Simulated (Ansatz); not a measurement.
# CH₃GeN: basis-set convergence

An exercise on one series of results from a longer session: the logs are not shown, and one member is left open.

The runs use Ansatz 0.2.0, Gaussian basis; one geometry, several basis sets.

The runs, in order: PBE0-D4/def2-SVP; ωB97M-V/def2-SVP; PBE0-D4/def2-QZVPP; ωB97M-V/def2-QZVPP; the functionals' def2-TZVPP values are taken from earlier runs.

## Structure used throughout

The geometry comes from an earlier relaxation with PBE0-D4 in a triple-zeta def2 set; it is a stationary point.

6 atoms, charge 0, spin multiplicity 1.

Atoms are counted from 1 here; the program's logs count them from 0.

Bond lengths: N1–C2 1.151 Å, C2–Ge3 1.924 Å, Ge3–H4 1.528 Å, Ge3–H5 1.528 Å, Ge3–H6 1.528 Å. Angles: N1–C2–Ge3 180.0°, C2–Ge3–H4 106.9°, C2–Ge3–H5 106.9°, C2–Ge3–H6 106.9°, H4–Ge3–H5 111.9°, H4–Ge3–H6 111.9°, H5–Ge3–H6 111.9°.

Set-up of the first run:

in.yaml

```yaml
crystal:
  periodic: [false, false, false]
  atoms:
    - {symbol: N, position_ang: [0.584941, -2.257350, 0.822337]}
    - {symbol: C, position_ang: [0.314704, -1.207572, 0.434557]}
    - {symbol: Ge, position_ang: [-0.136426, 0.546826, -0.213650]}
    - {symbol: H, position_ang: [-1.455940, 0.413656, -0.972715]}
    - {symbol: H, position_ang: [1.005679, 0.989218, -1.127386]}
    - {symbol: H, position_ang: [-0.270958, 1.451123, 1.010758]}
basis:
  gaussian: {orbitals: def2-SVP}
hamiltonian: {xc: pbe0, dispersion: d4}
output: {orbitals: {seedname: orbitals}}
```

On the command line:

```
$ ansatz run in.yaml --threads 4 --pin off --events-out ev --progress --plain --max-ram 10444MiB
```

Steps of the session up to this table: PBE0-D4 in def2-SVP; ωB97M-V in def2-SVP; PBE0-D4 in def2-QZVPP; ωB97M-V in def2-QZVPP.

One of the session's tables, all rows but one given; the rest of the session is left out.

It belongs to the step «Functionals by basis». 

```
functional       basis  HOMO (eV)  LUMO (eV)
   PBE0-D4    def2-SVP      -9.64      -0.09
   PBE0-D4  def2-TZVPP      -9.71      -0.26
   PBE0-D4  def2-QZVPP      -9.72      -0.31
   ωB97M-V    def2-SVP          ?          ?
   ωB97M-V  def2-TZVPP     -11.99       1.82
   ωB97M-V  def2-QZVPP     -12.00       1.46
```

Q: Estimate the row for ωB97M-V, def2-SVP from the others.

As computed: HOMO (eV): -11.89; LUMO (eV): 2.04. In the column «HOMO (eV)» it lies between ωB97M-V, def2-TZVPP (-11.99) and PBE0-D4, def2-QZVPP (-9.72).
